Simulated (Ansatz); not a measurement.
**BH₃Br (doublet): from Hartree-Fock to the top rungs at distance B1–H4 along a hydrogen transfer = 1.245 Å, cc-pVDZ**

An exercise on one series of results from a longer session: the logs are not shown, and one member is left open.

Program: Ansatz 0.2.0, Gaussian basis. Level of theory: cc-pVDZ, core rule «outside noble gas», up to 15 orbitals frozen. These are calculated values, not measurements.

Plan: UHF; CCSD(T) on ROHF; CCSD(T) on UHF; BCCD(T) on ROHF; CISD; CCSDT(Q) on ROHF; CCSDT(Q) on UHF; CASSCF and MRCISD+Q, 3 electrons in 3 orbitals; CASSCF and NEVPT2, 3 electrons in 3 orbitals.

16 further runs of the same task are left out: 9 for a known fault of the program, 1 for a mislabelled method, 6 that didn't finish.

### What is computed

The geometry derives from fragments relaxed apart (PBE0/def2-TZVP) and kept rigid, so it is no stationary point. A hydrogen atom is moved between rigid fragments. No spin-orbit coupling is included. The filled d shell of Br may be among the frozen orbitals whatever the setting's name suggests; the logs give the count.

5 atoms, charge 0, spin multiplicity 2.

Atoms are counted from 1 here; the program's logs count them from 0.

Bond lengths: B1–H2 1.193 Å, B1–H3 1.193 Å, B1–H4 1.245 Å. Angles: H2–B1–H3 120.0°, H2–B1–H4 120.0°, H3–B1–H4 120.0°.

Set-up of the first run:

The input, in.yaml:

```yaml
crystal:
  periodic: [false, false, false]
  atoms:
    - {symbol: B, position_ang: [-2.629390, 0.000000, 0.000000]}
    - {symbol: H, position_ang: [-3.226123, 1.033571, 0.000000]}
    - {symbol: H, position_ang: [-3.226123, -1.033571, 0.000000]}
    - {symbol: H, position_ang: [-1.384390, 0.000000, 0.000000]}
    - {symbol: Br, position_ang: [0.454610, 0.000000, 0.000000]}
basis:
  gaussian: {orbitals: cc-pVDZ}
magnetization: {spin_polarized: true, initial_magnetization: 1}
hamiltonian: {xc: hf}
output: {orbitals: {seedname: orbitals}}
```

The run is started by

```console
> ansatz run in.yaml --threads 1 --pin off --events-out ev --progress --plain --max-ram 2393MiB
```

Steps of the session up to this table: UHF; CCSD(T) on ROHF; CCSD(T) on UHF; BCCD(T) on ROHF; CISD; CCSDT(Q) on ROHF; CCSDT(Q) on UHF; CASSCF and MRCISD+Q, 3 electrons in 3 orbitals; CASSCF and NEVPT2, 3 electrons in 3 orbitals.

One of the session's tables, all rows but one given; the rest of the session is left out.

| method | from UCCSDT(Q) (kcal/mol) |
| --- | --- |
| ROHF | +152.40 |
| UHF | +149.05 |
| RMP2 | +25.55 |
| UMP2 | +25.99 |
| CISD | +14.41 |
| RCCSD | ? |
| UCCSD | +2.83 |
| RCCSD(T) | +0.62 |
| UCCSD(T) | +0.59 |
| BCCD(T) | +0.62 |
| RCCSDT | +0.20 |
| UCCSDT | +0.16 |
| RCCSDT(Q) | +0.04 |
| UCCSDT(Q) | 0 |
| CASSCF pair | +142.78 |
| NEVPT2 pair | +25.96 |
| MRCISD pair | +12.97 |
| MRCISD+Q pair | +0.74 |

Estimate the missing values for RCCSD.

As computed: from UCCSDT(Q) (kcal/mol): +2.93. In the column «from UCCSDT(Q) (kcal/mol)» it lies between UCCSD (+2.83) and MRCISD pair (+12.97).

Among the levels timed on like hardware and quicker than the yardstick, those that no quicker one beats, quickest first: NEVPT2 pair (2.9 s, +25.96 kcal/mol); MRCISD+Q pair (3.1 s, +0.74 kcal/mol); BCCD(T) (5.5 s, +0.62 kcal/mol); UCCSD(T) (8 s, +0.59 kcal/mol).

To keep in mind: Of the multireference levels listed MRCISD+Q pair comes nearest in total energy (+0.74 kcal/mol), which doesn't show that its space is the better one. Restricted and unrestricted rows rest on different reference determinants; where their highest levels disagree by more than a few hundredths of an eV, they describe different states and don't form one ladder.
